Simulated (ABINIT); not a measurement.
# WS (Pm-3m) in ABINIT: convergence with cutoff

Aim: find how far cutoff must go before the results for WS settle, at PBEsol. This setting moves, with any that are tied to it; all else stays.

All numbers are computed with ABINIT 10.8.3 (patched build); they aren't measurements. Logs are shortened: lines on timing, memory, paths and dates and some standing lists are left out, and cuts for length are marked. The log counts tension as positive stress, the text compression.

## (1) Starting point

It takes space group Pm-3m (No. 221, cubic). The conventional cell has a = 3.008 Å, b = 3.008 Å, c = 3.008 Å, α = 90.00°, β = 90.00°, γ = 90.00°. W (site symmetry m-3m) has 8 S at 2.60 Å as nearest neighbours. S (site symmetry m-3m) has 8 W at 2.60 Å as nearest neighbours.

The cell was built by a generator and needn't be a form met in nature.

## (2) With cutoff 8 Ha

File run.abi:

```
pp_dirpath "./"
pseudos "W.GGA_PBE-JTH.xml, S.GGA_PBE-JTH.xml"

acell 3*1.0
rprim
     5.6840883130     0.0000000000     0.0000000000
     0.0000000000     5.6840883130     0.0000000000
     0.0000000000     0.0000000000     5.6840883130
ntypat 2
znucl 74 16
natom 2
typat 1 2
xred
     0.5000000000     0.5000000000     0.5000000000
     0.0000000000     0.0000000000     0.0000000000

ecut 8.0
pawecutdg 54.0
pawxcdev 0

kptopt 1
ngkpt 9 9 9
nshiftk 1
shiftk 0.0 0.0 0.0

ixc -116133

nband 14
occopt 7
tsmear 0.00183747

nstep 100
tolvrs 1.0e-9

iomode 3
prtwf 0
prtden 0
prteig 0
prtebands 0
enunit 1
```

Potentials or basis: JTH PAW PBE v2.0.

Command:

```bash
> abinit run.abi > log 2>&1
```

run.abo:

```text
.Version 10.8.3 of ABINIT
 Symmetries : space group Pm -3 m (#221); Bravais cP (primitive cubic)
================================================================================
 Values of the parameters that define the memory need of the present run
     intxc =       0    ionmov =       0      iscf =      17    lmnmax =      18
     lnmax =       6     mgfft =      16  mpssoang =       3    mqgrid =    3001
     natom =       2  nloc_mem =       2    nspden =       1   nspinor =       1
    nsppol =       1      nsym =      48    n1xccc =       1    ntypat =       2
    occopt =       7   xclevel =       2
       mpw =         205          nfft =        4096          nkpt =          35
 PAW method is used; the additional fine FFT grid is defined by:
   mgfftf=        40    nfftf =     64000
================================================================================
================================================================================

--------------------------------------------------------------------------------
------------- Echo of variables that govern the present computation ------------
--------------------------------------------------------------------------------
 -outvars: echo values of preprocessed input variables --------
            acell      1.0000000000E+00  1.0000000000E+00  1.0000000000E+00 Bohr
              amu      1.83850000E+02  3.20660000E+01
             ecut      8.00000000E+00 Hartree
           enunit           1
              ixc     -116133
         kptrlatt        9    0    0      0    9    0      0    0    9
          kptrlen      5.11567948E+01
            natom           2
            nband          14
            ngfft          16      16      16
          ngfftdg          40      40      40
             nkpt          35
            nstep         100
             nsym          48
           ntypat           2
           occopt           7
        pawecutdg      5.40000000E+01 Hartree
         pawxcdev           0
           prtden           0
        prtebands           0
           prteig           0
            prtwf           0
            rprim      5.6840883130E+00  0.0000000000E+00  0.0000000000E+00
                       0.0000000000E+00  5.6840883130E+00  0.0000000000E+00
                       0.0000000000E+00  0.0000000000E+00  5.6840883130E+00
          spgroup         221
           tolvrs      1.00000000E-09
           tsmear      1.83747000E-03 Hartree
            typat      1  2
           useylm           1
           xangst      1.5039449990E+00  1.5039449990E+00  1.5039449990E+00
                       0.0000000000E+00  0.0000000000E+00  0.0000000000E+00
            xcart      2.8420441565E+00  2.8420441565E+00  2.8420441565E+00
                       0.0000000000E+00  0.0000000000E+00  0.0000000000E+00
             xred      5.0000000000E-01  5.0000000000E-01  5.0000000000E-01
                       0.0000000000E+00  0.0000000000E+00  0.0000000000E+00
            znucl       74.00000   16.00000

================================================================================

 chkinp: Checking input parameters for consistency.

================================================================================
== DATASET  1 ==================================================================

--- !DatasetInfo
iteration_state: {dtset: 1, }
dimensions: {natom: 2, nkpt: 35, mband: 14, nsppol: 1, nspinor: 1, nspden: 1, mpw: 205, }
cutoff_energies: {ecut:   8.0, pawecutdg:  54.0, }
electrons: {nelect:   2.00000000E+01, charge:   0.00000000E+00, occopt:   7.00000000E+00, tsmear:   1.83747000E-03, }
meta: {optdriver: 0, ionmov: 0, optcell: 0, iscf: 17, paral_kgb: 0, }
...

 Real(R)+Recip(G) space primitive vectors, cartesian coordinates (Bohr,Bohr^-1):
 R(1)=  5.6840883  0.0000000  0.0000000  G(1)=  0.1759297  0.0000000  0.0000000
 R(2)=  0.0000000  5.6840883  0.0000000  G(2)=  0.0000000  0.1759297  0.0000000
 R(3)=  0.0000000  0.0000000  5.6840883  G(3)=  0.0000000  0.0000000  0.1759297
[... 79 lines left out ...]
fermie    :   4.46181684E-01
cartesian_stress_tensor: # hartree/bohr^3
- [  5.85059518E-04,   0.00000000E+00,   0.00000000E+00, ]
- [  0.00000000E+00,   5.85059518E-04,   0.00000000E+00, ]
- [  0.00000000E+00,   0.00000000E+00,   5.85059518E-04, ]
pressure_GPa:  -1.7213E+01
xred      :
- [  5.0000E-01,   5.0000E-01,   5.0000E-01,  W]
- [  0.0000E+00,   0.0000E+00,   0.0000E+00,  S]
cartesian_forces: # hartree/bohr
- [ -0.00000000E+00,  -0.00000000E+00,  -0.00000000E+00, ]
- [ -0.00000000E+00,  -0.00000000E+00,  -0.00000000E+00, ]
force_length_stats: {min:   0.00000000E+00, max:   0.00000000E+00, mean:   0.00000000E+00, }
...

 Integrated electronic density in atomic spheres:
 ------------------------------------------------
 Atom  Sphere_radius  Integrated_density
    1        2.41189         11.72568314
    2        1.90380          3.61562801

================================================================================

 ----iterations are completed or convergence reached----

 Mean square residual over all n,k,spin=   49.291E-09; max=  22.640E-06
 reduced coordinates (array xred) for    2 atoms
       0.500000000000      0.500000000000      0.500000000000
       0.000000000000      0.000000000000      0.000000000000
 rms dE/dt=  0.0000E+00; max dE/dt=  0.0000E+00; dE/dt below (all hartree)
    1       0.000000000000      0.000000000000      0.000000000000
    2       0.000000000000      0.000000000000      0.000000000000

 cartesian coordinates (angstrom) at end:
    1      1.50394499897955     1.50394499897955     1.50394499897955
    2      0.00000000000000     0.00000000000000     0.00000000000000

 cartesian forces (hartree/bohr) at end:
    1     -0.00000000000000    -0.00000000000000    -0.00000000000000
    2     -0.00000000000000    -0.00000000000000    -0.00000000000000
 frms,max,avg= 0.0000000E+00 0.0000000E+00   0.000E+00  0.000E+00  0.000E+00 h/b

 cartesian forces (eV/Angstrom) at end:
    1     -0.00000000000000    -0.00000000000000    -0.00000000000000
    2     -0.00000000000000    -0.00000000000000    -0.00000000000000
 frms,max,avg= 0.0000000E+00 0.0000000E+00   0.000E+00  0.000E+00  0.000E+00 e/A
 length scales=  1.000000000000  1.000000000000  1.000000000000 bohr
              =  0.529177210544  0.529177210544  0.529177210544 angstroms
 Fermi (or HOMO) energy (eV) =  12.14122   Average Vxc (eV)= -13.32042
 Eigenvalues (   eV  ) for nkpt=  35  k points:
 kpt#   1, nband= 14, wtk=  0.00137, kpt=  0.0000  0.0000  0.0000 (reduced coord)
 -62.27818  -26.33641  -26.33641  -26.33641   -5.54160    7.56367    7.56367    9.23391
   9.23391    9.23391   13.35062   13.35062   13.35062   14.34787
 prteigrs : prtvol=0 or 1, do not print more k-points.

--- !EnergyTerms
iteration_state     : {dtset: 1, }
comment             : Components of total free energy in Hartree
kinetic             :  1.15245030337452E+01
hartree             :  1.19466901255299E+01
xc                  : -1.13379157389487E+01
Ewald energy        : -6.97542169067477E+01
psp_core            :  5.47872005462594E+00
local_psp           : -3.25275148543263E+01
PAW spherical_terms :  5.30370911378908E+00
internal            : -7.93660251723326E+01
'-kT*entropy'       : -7.79382327210699E-05
total_energy        : -7.93661031105653E+01
total_energy_eV     : -2.15966168657995E+03
...

--- !EnergyTermsDC
iteration_state     : {dtset: 1, }
comment             : '"Double-counting" decomposition of free energy'
band_energy         : -7.84458933684114E+00
Ewald energy        : -6.97542169067477E+01
psp_core            :  5.47872005462594E+00
xc_dc               : -1.51333845546720E+01
PAW spherical_terms :  7.88744297548664E+00
internal            : -7.93660277681483E+01
'-kT*entropy'       : -7.79382327210699E-05
total_energy_dc     : -7.93661057063810E+01
total_energy_dc_eV  : -2.15966175721569E+03
...

--- !EnergyTermsWithPAWCore
iteration_state     : {dtset: 1, }
comment             : 'Components of total free energy, including PAW core contributions'
Total energy        : -1.65367903628691E+04
Total energy DC     : -1.65367903654649E+04
Total energy (eV)   : -4.49988989832846E+05
Total energy DC (eV): -4.49988989903482E+05
...

 Cartesian components of stress tensor (hartree/bohr^3)
  sigma(1 1)=  5.85059518E-04  sigma(3 2)=  0.00000000E+00
  sigma(2 2)=  5.85059518E-04  sigma(3 1)=  0.00000000E+00
  sigma(3 3)=  5.85059518E-04  sigma(2 1)=  0.00000000E+00

-Cartesian components of stress tensor (GPa)         [Pressure= -1.7213E+01 GPa]
- sigma(1 1)=  1.72130453E+01  sigma(3 2)=  0.00000000E+00
- sigma(2 2)=  1.72130453E+01  sigma(3 1)=  0.00000000E+00
- sigma(3 3)=  1.72130453E+01  sigma(2 1)=  0.00000000E+00

== END DATASET(S) ==============================================================
================================================================================

 -outvars: echo values of variables after computation  --------
            acell      1.0000000000E+00  1.0000000000E+00  1.0000000000E+00 Bohr
           etotal     -7.9366105706E+01
            fcart     -0.0000000000E+00 -0.0000000000E+00 -0.0000000000E+00
                      -0.0000000000E+00 -0.0000000000E+00 -0.0000000000E+00
            rprim      5.6840883130E+00  0.0000000000E+00  0.0000000000E+00
                       0.0000000000E+00  5.6840883130E+00  0.0000000000E+00
                       0.0000000000E+00  0.0000000000E+00  5.6840883130E+00
           strten      5.8505951843E-04  5.8505951843E-04  5.8505951843E-04
                       0.0000000000E+00  0.0000000000E+00  0.0000000000E+00
           xangst      1.5039449990E+00  1.5039449990E+00  1.5039449990E+00
                       0.0000000000E+00  0.0000000000E+00  0.0000000000E+00
             xred      5.0000000000E-01  5.0000000000E-01  5.0000000000E-01
                       0.0000000000E+00  0.0000000000E+00  0.0000000000E+00
 Calculation completed.
```

It took 4.7 s on 1 thread of AMD EPYC 9R45 (Zen 5), shared host; peak memory 0.1 GiB.

What came out:

| Item | Value |
| --- | --- |
| Free energy | -2159.6618 eV |
| Band gap on the k mesh | none (metal or under the smearing width) |
| Valence electrons inside the program's atomic spheres | W 11.73; S 3.62 |

## (3) With cutoff 10 Ha

Edit run.abi of step 2 so:

```diff
@@ -16,3 +16,3 @@
 
-ecut 8.0
+ecut 10.0
 pawecutdg 54.0
```

Potentials or basis: JTH PAW PBE v2.0.

Command:

```bash
> abinit run.abi > log 2>&1
```

Wall time 5.2 s (1 thread of AMD EPYC 9R45 (Zen 5), shared host); peak memory 0.1 GiB.

It converged, with:

```
Free energy                                           : -2160.1067 eV
Band gap on the k mesh                                : none (metal or under the smearing width)
Valence electrons inside the program's atomic spheres : W 11.73; S 3.61
```

## (4) With cutoff 12 Ha

Edit run.abi of step 3 so:

```diff
@@ -16,3 +16,3 @@
 
-ecut 10.0
+ecut 12.0
 pawecutdg 54.0
```

Command:

```bash
> abinit run.abi > log 2>&1
```

Run time: 5.8 s. Hardware: 1 thread of AMD EPYC 9R45 (Zen 5), shared host; peak memory 0.1 GiB.

The run converged. Its results:

```
Free energy                                           : -2160.3249 eV
Band gap on the k mesh                                : none (metal or under the smearing width)
Valence electrons inside the program's atomic spheres : W 11.73; S 3.60
```

## (5) With cutoff 14 Ha

Edit run.abi of step 4 so:

```diff
@@ -16,3 +16,3 @@
 
-ecut 12.0
+ecut 14.0
 pawecutdg 54.0
```

Command:

```bash
> abinit run.abi > log 2>&1
```

Wall time 6.8 s (1 thread of AMD EPYC 9R45 (Zen 5), shared host); peak memory 0.1 GiB.

Results (log left out):

```yaml
Free_energy: -2160.4365 eV
Band_gap_on_the_k_mesh: none (metal or under the smearing width)
Valence_electrons_inside_the_program's_atomic_spheres: W 11.72; S 3.60
```

## (6) With cutoff 17 Ha

Edit run.abi of step 5 so:

```diff
@@ -16,3 +16,3 @@
 
-ecut 14.0
+ecut 17.0
 pawecutdg 54.0
```

Potentials or basis: JTH PAW PBE v2.0.

Command:

```bash
> abinit run.abi > log 2>&1
```

It took 8.6 s on 1 thread of AMD EPYC 9R45 (Zen 5), shared host; peak memory 0.11 GiB.

The run converged. Its results:

- Free energy: -2160.5100 eV
- Pressure: -7.5 GPa
- Band gap on the k mesh: none (metal or under the smearing width)
- Valence electrons inside the program's atomic spheres: W 11.72; S 3.60

## (7) With cutoff 20 Ha

Edit run.abi of step 6 so:

```diff
@@ -16,3 +16,3 @@
 
-ecut 17.0
+ecut 20.0
 pawecutdg 54.0
```

Command:

```bash
> abinit run.abi > log 2>&1
```

Wall time 12 s (1 thread of AMD EPYC 9R45 (Zen 5), shared host); peak memory 0.11 GiB.

Results (log left out):

```
Free energy                                           : -2160.5306 eV
Pressure                                              : -7.4 GPa
Band gap on the k mesh                                : none (metal or under the smearing width)
Valence electrons inside the program's atomic spheres : W 11.72; S 3.60
```

## (8) With cutoff 23 Ha

Edit run.abi of step 7 so:

```diff
@@ -16,3 +16,3 @@
 
-ecut 20.0
+ecut 23.0
 pawecutdg 54.0
```

Command:

```bash
> abinit run.abi > log 2>&1
```

It took 12 s on 1 thread of AMD EPYC 9R45 (Zen 5), shared host; peak memory 0.11 GiB.

It converged, with:

| Property | Result |
| --- | --- |
| Free energy | -2160.5501 eV |
| Pressure | -7.3 GPa |
| Band gap on the k mesh | none (metal or under the smearing width) |
| Valence electrons inside the program's atomic spheres | W 11.72; S 3.60 |

## (9) With cutoff 27 Ha

Edit run.abi of step 8 so:

```diff
@@ -16,3 +16,3 @@
 
-ecut 23.0
+ecut 27.0
 pawecutdg 54.0
```

Potentials or basis: JTH PAW PBE v2.0.

Command:

```bash
> abinit run.abi > log 2>&1
```

Run time: 15 s. Hardware: 1 thread of AMD EPYC 9R45 (Zen 5), shared host; peak memory 0.12 GiB.

Results (log left out):

```yaml
Free_energy: -2160.5578 eV
Pressure: -7.0 GPa
Band_gap_on_the_k_mesh: none (metal or under the smearing width)
Valence_electrons_inside_the_program's_atomic_spheres: W 11.72; S 3.60
```

## (10) With cutoff 32 Ha

Edit run.abi of step 9 so:

```diff
@@ -16,3 +16,3 @@
 
-ecut 27.0
+ecut 32.0
 pawecutdg 54.0
```

Command:

```bash
> abinit run.abi > log 2>&1
```

Wall time 17 s (1 thread of AMD EPYC 9R45 (Zen 5), shared host); peak memory 0.13 GiB.

It converged, with:

```
Free energy                                           : -2160.5609 eV
Pressure                                              : -7.1 GPa
Band gap on the k mesh                                : none (metal or under the smearing width)
Valence electrons inside the program's atomic spheres : W 11.72; S 3.60
```

## (11) The series at a glance

```
cutoff  energy less the tightest run, at zero smearing (meV/atom)  SCF cycles  CPU time (s)  peak memory (GiB)
  8 Ha                                                     449.66          10           4.7                0.1
 10 Ha                                                     227.24          10           5.1                0.1
 12 Ha                                                     118.04          11           5.7                0.1
 14 Ha                                                      62.20          12           6.8                0.1
 17 Ha                                                      25.47          13           8.5               0.11
 20 Ha                                                      15.14          18            12               0.11
 23 Ha                                                       5.43          15            12               0.11
 27 Ha                                                       1.54          16            15               0.12
 32 Ha                                                       0.00          16            17               0.13
```

Not settled before the last step: the energy (to 1 meV/atom). The tightest run that finished is the yardstick and may itself not be fully converged.

Caveats: the PAW data sets were made with another functional, which shifts forces and pressure a little.
